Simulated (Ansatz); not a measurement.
**CHClInNO (SMILES O=C=[N][InH][Cl]): B2PLYP/def2-SVP (core potential)**

Aim: the vertical singlet–triplet gap of CHClInNO at B2PLYP/def2-SVP (core potential), from 2 runs. 

The results are computed with Ansatz 0.2.0.

147 further runs of the same task are left out: 6 that didn't finish, 141 set aside as unsound or not needed. Runs told in other sessions of the task aren't counted.

### 1 The structure to begin with

The species is CHClInNO (6 atoms), meant as a singlet with charge 0. As SMILES, `O=C=[N][InH][Cl]`. The shape is that of a PBE0-D4/def2-TZVP optimisation. This is one conformer, not always the lowest.

Bond lengths: O1–C2 1.166 Å, C2–N3 1.205 Å, N3–In4 2.019 Å, In4–Cl5 2.315 Å, In4–H6 1.687 Å. Angles: O1–C2–N3 176.3°, C2–N3–In4 136.4°, N3–In4–Cl5 111.3°, N3–In4–H6 123.4°, Cl5–In4–H6 125.3°.

### 2 The energy at B2PLYP/def2-SVP (core potential)

Input file job.yaml:

```yaml
crystal:
  periodic: [false, false, false]
  atoms:
    - {symbol: O, position_ang: [1.628000, -2.320400, 0.058100]}
    - {symbol: C, position_ang: [0.896600, -1.470900, 0.379300]}
    - {symbol: "N", position_ang: [0.136700, -0.626900, 0.782100]}
    - {symbol: In, position_ang: [-0.744200, 1.027900, 0.031300]}
    - {symbol: Cl, position_ang: [-0.127000, 1.382000, -2.172000]}
    - {symbol: H, position_ang: [-1.790100, 2.008300, 0.921200]}
basis:
  gaussian:
    orbitals: def2-SVP
hamiltonian:
  xc: {name: B2PLYP}
correlation:
  frozen_orbitals: {C: 1, Cl: 5, H: 0, In: 4, "N": 1, O: 1}
accuracy: high
output: {orbitals: {seedname: orbitals}}
```

On the command line:

```bash
ansatz run job.yaml --threads 1 --pin off --max-ram 3480MiB --events-out events.jsonl --progress --plain --runs-dir runs
```

What it wrote:

```text
Warning: RAYON_NUM_THREADS=1 ignored (pool sized by the plan → 1); use --threads N
Functional definition: B2PLYP
  name "B2PLYP"
  parameter a = 0.53
  parameter c = 0.27
  exchange = (1 - a)*b88_x + a*exact_x
  correlation = (1 - c)*lyp_c + c*(mp2_os + mp2_ss)
2019 factors; integrals over basis functions are off by at most 7.1e-9 eV
mean field evaluation 1: about -22254.5624 eV, gradient 4.6e1 eV
mean field evaluation 2: about -22254.9076 eV, gradient 4.6e1 eV
mean field evaluation 4: about -22259.0930 eV, gradient 3.4e0 eV
mean field evaluation 8: about -22259.1368 eV, gradient 4.8e-1 eV
mean field evaluation 16: about -22259.1372 eV, gradient 1.9e-4 eV
mean field -22259.13719054 eV, -818.0082039672 hartree, gradient 3.8e-8 eV, S^2 0.000000; 0 other end points of the search recorded, 0 dependent functions left out
12 core orbitals not correlated: weight in the atoms' cores, before any rotation towards them, 1.000 or more for the frozen orbitals, at most 0.000 for the correlated occupied ones
reference -22259.13721528 eV, -818.0082048766 hartree; 18, 18 occupied and 61, 61 virtual orbitals, 2019 factors
second order -22.84892766 eV of doubles, -0.00000000 eV of singles
Total energy: -22265.30642575 eV, -818.2349191797 hartree
```

Wall time 16 s (1 thread of Arm Neoverse V1, shared host); peak memory 0.33 GiB.

### 3 The triplet, same level

Input file run.yaml:

```yaml
crystal:
  periodic: [false, false, false]
  atoms:
    - symbol: O
      position_ang: [1.628000, -2.320400, 0.058100]
    - symbol: C
      position_ang: [0.896600, -1.470900, 0.379300]
    - symbol: N
      position_ang: [0.136700, -0.626900, 0.782100]
    - symbol: In
      position_ang: [-0.744200, 1.027900, 0.031300]
    - symbol: Cl
      position_ang: [-0.127000, 1.382000, -2.172000]
    - symbol: H
      position_ang: [-1.790100, 2.008300, 0.921200]
basis:
  gaussian:
    orbitals: def2-SVP
magnetization:
  spin_polarized: true
  initial_magnetization: 2
accuracy: high
output: {orbitals: {seedname: orbitals}}
correlation:
  frozen_orbitals: {C: 1, Cl: 5, H: 0, In: 4, "N": 1, O: 1}
hamiltonian:
  xc: {name: B2PLYP}
```

On the command line:

```bash
ansatz run run.yaml --threads 1 --pin off --max-ram 3480MiB --events-out events.jsonl --progress --plain --runs-dir runs
```

What it wrote, shortened:

```text
Warning: RAYON_NUM_THREADS=1 ignored (pool sized by the plan → 1); use --threads N
[... 2 set-up lines as earlier in the session ...]
[...]
2019 factors; integrals over basis functions are off by at most 7.1e-9 eV
[...]
mean field -22253.63338624 eV, -817.8059428898 hartree, gradient 1.7e-8 eV, S^2 2.037075; 14 other end points of the search recorded, 0 dependent functions left out
12 core orbitals not correlated: weight in the atoms' cores, before any rotation towards them, 1.000 or more for the frozen orbitals, at most 0.000 for the correlated occupied ones
reference -22253.63341052 eV, -817.8059437822 hartree; 19, 17 occupied and 60, 62 virtual orbitals, 2019 factors
second order -22.05579546 eV of doubles, -0.00000000 eV of singles
Total energy: -22259.58847530 eV, -818.0247883761 hartree
```

Run time: 2.3 min. Hardware: 1 thread of Arm Neoverse V1, shared host; peak memory 0.72 GiB.

### 4 Summary of results

Level: B2PLYP/def2-SVP (core potential), 12 core orbitals frozen.

| quantity | value |
| --- | --- |
| singlet: total energy | -818.23492 Eh |
| singlet: HOMO energy (SCF part's orbitals) | -9.60 eV |
| singlet: LUMO energy (SCF part's orbitals) | -1.01 eV |
| singlet: HOMO–LUMO gap (SCF part's orbitals) | 8.58 eV |
| triplet: total energy | -818.02479 Eh |
| triplet: HOMO energy (SCF part's orbitals) (highest over α and β) | -3.88 eV |
| triplet: ⟨S²⟩ | 2.037 |
| vertical energy of the triplet above the singlet | 5.718 eV |

**Reading.** At this shape the triplet lies 5.72 eV (132 kcal/mol) above the singlet.
